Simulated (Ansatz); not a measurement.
**CHFSe: a ladder of functionals and wavefunction methods**

An exercise on one series of results from a longer session: the logs are not shown, and one member is left open.

Program: Ansatz 0.2.0, Gaussian basis. Level of theory: functionals in def2-TZVPP, the program's frozen cores in correlated methods. These are calculated values, not measurements.

Plan: LDA (SPW92), PBE-D4, revPBE-D4, BLYP-D4, r2SCAN-D4, B97M-V, PBE0-D4, B3LYP-D4, r2SCANh-D4, r2SCAN0-D4, HSE06-D4, BHLYP-D4, CAM-B3LYP-D4, LC-ωPBE, ωB97X-V, ωB97M-V, B2PLYP, PBE-QIDH; CCSD(T)/def2-SVP; CCSD(T)/def2-TZVPP; MP2/def2-QZVPP; extrapolation to the limit; RPA on PBE.

## The relaxed structure

The geometry comes from an earlier relaxation with PBE0-D4 in a triple-zeta def2 set; it is a stationary point.

SMILES `FC=[Se]`, 4 atoms, charge 0, spin multiplicity 1.

Atoms are counted from 1 here; the program's logs count them from 0.

Bond lengths: F1–C2 1.319 Å, C2–Se3 1.735 Å, C2–H4 1.089 Å. Angles: F1–C2–Se3 124.2°, F1–C2–H4 110.3°, Se3–C2–H4 125.4°.

Set-up of the first run:

The input, in.yaml:

```yaml
crystal:
  periodic: [false, false, false]
  atoms:
    - {symbol: F, position_ang: [-1.157296, -0.388769, 0.508071]}
    - {symbol: C, position_ang: [-0.048794, 0.047445, -0.059029]}
    - {symbol: Se, position_ang: [1.538974, -0.538522, 0.322884]}
    - {symbol: H, position_ang: [-0.277484, 0.819547, -0.792326]}
basis:
  gaussian: {orbitals: def2-TZVPP}
hamiltonian: {xc: lda}
output: {orbitals: {seedname: orbitals}}
```

Run with:

```bash
> ansatz run in.yaml --threads 2 --pin off --events-out ev --progress --plain --max-ram 4352MiB
```

Steps of the session up to this table: LDA; PBE-D4 (GGA); revPBE-D4 (GGA); BLYP-D4 (GGA); r2SCAN-D4 (meta-GGA); B97M-V (meta-GGA); B3LYP-D4 (hybrid); r2SCANh-D4 (hybrid); r2SCAN0-D4 (hybrid); HSE06-D4 (hybrid); BHLYP-D4 (hybrid); CAM-B3LYP-D4 (range-separated); LC-ωPBE (range-separated); ωB97X-V (range-separated); ωB97M-V (range-separated); B2PLYP (double hybrid); PBE-QIDH (double hybrid).

One table of the session follows, with a row left open; its other results are not shown here.

It belongs to the step «Orbital energies across the functionals». 

```
  functional  HOMO (eV)  LUMO (eV)  gap (eV)
 LDA (SPW92)      -6.03      -3.68      2.34
      PBE-D4      -5.86      -3.45      2.40
   revPBE-D4      -5.80      -3.37      2.43
     BLYP-D4      -5.69      -3.33      2.37
   r2SCAN-D4      -6.11      -3.38      2.73
      B97M-V          ?          ?         ?
     PBE0-D4      -7.04      -2.59      4.44
    B3LYP-D4      -6.80      -2.81      3.99
  r2SCANh-D4      -6.55      -3.05      3.50
  r2SCAN0-D4      -7.20      -2.55      4.65
    HSE06-D4      -6.64      -2.98      3.66
    BHLYP-D4      -8.06      -1.60      6.46
CAM-B3LYP-D4      -8.34      -1.48      6.86
     LC-ωPBE      -9.71      -0.37      9.34
     ωB97X-V      -9.34      -0.39      8.95
     ωB97M-V      -9.20      -0.43      8.77
```

Q: Estimate the row for B97M-V from the others.

The run gave: HOMO (eV): -6.17; LUMO (eV): -3.27; gap (eV): 2.90. In the column «HOMO (eV)» it lies between r2SCANh-D4 (-6.55) and r2SCAN-D4 (-6.11).
